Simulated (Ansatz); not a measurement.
# Si3W2: the cost of one run

Method: DFT PBE, scalar-relativistic, plane waves, PAW, in Ansatz 0.2.0.

## Step 1: The structure to begin with

It takes space group P-3m1 (No. 164, trigonal). The conventional cell has a = 4.362 Å, b = 4.362 Å, c = 5.024 Å, α = 90.00°, β = 90.00°, γ = 120.00°. Si (site symmetry -3m) has 6 W at 2.58 Å as nearest neighbours. Si (site symmetry 3m) is surrounded by 2 W at 2.51 to 2.52 Å and 3 Si at 2.75 Å. Around W (site symmetry 3m) lie 5 Si at 2.51 to 2.58 Å and 3 W at 2.75 Å.

Structure file:

```cif
data_structure
_symmetry_space_group_name_H-M 'P-3m1'
_symmetry_Int_Tables_number 164
_cell_length_a 4.3618
_cell_length_b 4.3618
_cell_length_c 5.0236
_cell_angle_alpha 90.000
_cell_angle_beta 90.000
_cell_angle_gamma 120.000
_cell_volume 82.77
loop_
_atom_site_label
_atom_site_type_symbol
_atom_site_symmetry_multiplicity
_atom_site_Wyckoff_symbol
_atom_site_fract_x
_atom_site_fract_y
_atom_site_fract_z
_atom_site_occupancy
Si1 Si 1 a 0.00000 0.00000 0.00000 1
Si2 Si 2 d 0.33333 0.66667 0.60914 1
W1 W 2 d 0.33333 0.66667 0.11049 1
```

It is the end of an earlier relaxation with the same method, from a database cell with other species swapped in; it is a trial structure. At a tolerance of 0.05 Å it has space group P-3m1 (No. 164); it has 16.55 Å³/atom, an uncorrected energy of +0.19 eV/atom over the elements.

## Step 2: Bands, states and charges

Input file input.yaml:

```yaml
crystal:
  lattice:
    - [4.3618428419, 0.0, 0.0]
    - [-2.1809214209, 3.7774667084, 0.0]
    - [0.0, 0.0, 5.0235900668]
  atoms:
    - { symbol: Si, position: [0.0, 0.0, 0.0] }
    - { symbol: Si, position: [0.3333333333, 0.6666666667, 0.6091381909] }
    - { symbol: Si, position: [0.6666666667, 0.3333333333, 0.3908618091] }
    - { symbol: W, position: [0.3333333333, 0.6666666667, 0.1104857396] }
    - { symbol: W, position: [0.6666666667, 0.3333333333, 0.8895142604] }
basis:
  ecutwfc: 420
kpoints:
  mp_grid: { grid: [12, 12, 8] }
  band_path:
    path:
      - [[0.0, 0.0, 0.0], [0.5, 0.0, 0.0], [0.33333333, 0.33333333, 0.0], [0.0, 0.0, 0.0], [0.0, 0.0, 0.5], [0.5, 0.0, 0.5], [0.33333333, 0.33333333, 0.5], [0.0, 0.0, 0.5]]
      - [[0.5, 0.0, 0.5], [0.5, 0.0, 0.0]]
      - [[0.33333333, 0.33333333, 0.5], [0.33333333, 0.33333333, 0.0]]
    npoints: 14
hamiltonian:
  xc: pbe
scf:
  occupations: { method: gaussian, width: 0.1 }
  n_extra_bands: 12
output:
  forces: true
  stress: true
  eigenvalues: true
  populations: true
  dos: { projected: true, de: 0.02, nscf_kmesh: { grid: [15, 15, 10] } }
  bader: true
  write_density: true
  write_potential: true
  elf: true
  volumetric_format: npy
```

The run is started by

```
ansatz run input.yaml --threads 1 --pin off --max-ram 2560MiB --backend cpu --events-out ev --progress --plain --runs-dir out
```

Q: Estimate wall time and peak memory on 1 thread of Arm Neoverse V2, shared host.

About 92 s, with a peak of 0.62 GiB.
